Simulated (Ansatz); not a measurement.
## CaMg2, space group P-3m1: a scan of one input key

Run with Ansatz 0.2.0, Python API.

`edit_camg2.py`
```python
# -*- coding: utf-8 -*-
"""Editing single keys of the input for CaMg2."""

import ansatz as az

xtal = (
    az.Lattice.from_parameters(3.445074, 3.445074, 16.887299, alpha=90.0, beta=90.0, gamma=120.0)
    .atom("Ca", [2 / 3, 1 / 3, 0.09557])
    .atom("Ca", [1 / 3, 2 / 3, 0.90443])
    .atom("Mg", [1 / 3, 2 / 3, 0.26599])
    .atom("Mg", [2 / 3, 1 / 3, 0.42201])
    .atom("Mg", [1 / 3, 2 / 3, 0.57799])
    .atom("Mg", [2 / 3, 1 / 3, 0.73401])
)

calc = xtal.calculation()
calc = calc.occupations("cold")
calc = calc.kpoints(9, 9, 2)
calc = calc.functional(az.Functional.LDA)
calc = calc.band_table()
typed = calc.input()
rows = []
for value in [0.0001, 1e-06, 1e-08]:
    edited = typed.set(az.key.scf.convergence.dr2_threshold, value)
    summary = az.Session.from_dict(edited).plan().execute().report
    rows.append((value, summary["free_energy_ev"], summary["n_iterations"], len(summary["eigenvalues_ev"][0]) if "eigenvalues_ev" in summary else 0))
print("  threshold eV            F eV      iterations    bands listed")
for row in rows:
    print(f"{str(row[0]):>14s}  {row[1]:14.5f}  {row[2]:14d}  {row[3]:14d}")
```

Output of `python edit_camg2.py`:
```text
DeckWarning: basis.ecutwfc = 420 eV, auto-derived from the records' recommended cutoffs: set by Ca (normal level)
  threshold eV            F eV      iterations    bands listed
        0.0001    -11151.04915               5              36
         1e-06    -11151.04919               7              36
         1e-08    -11151.04919               9              36
```
(Warnings from the package without file and line, repeats left out.)

Reading the output:
- Total energies depend on the potentials; only differences at equal settings carry meaning. A total without «per atom» is that of the cell as typed.
- The structure comes from a database of computed cells and needn't be a stable or known phase.
- Run time: 17 s on 1 thread of Arm Neoverse V1 (shared host), peak memory 0.46 GiB.
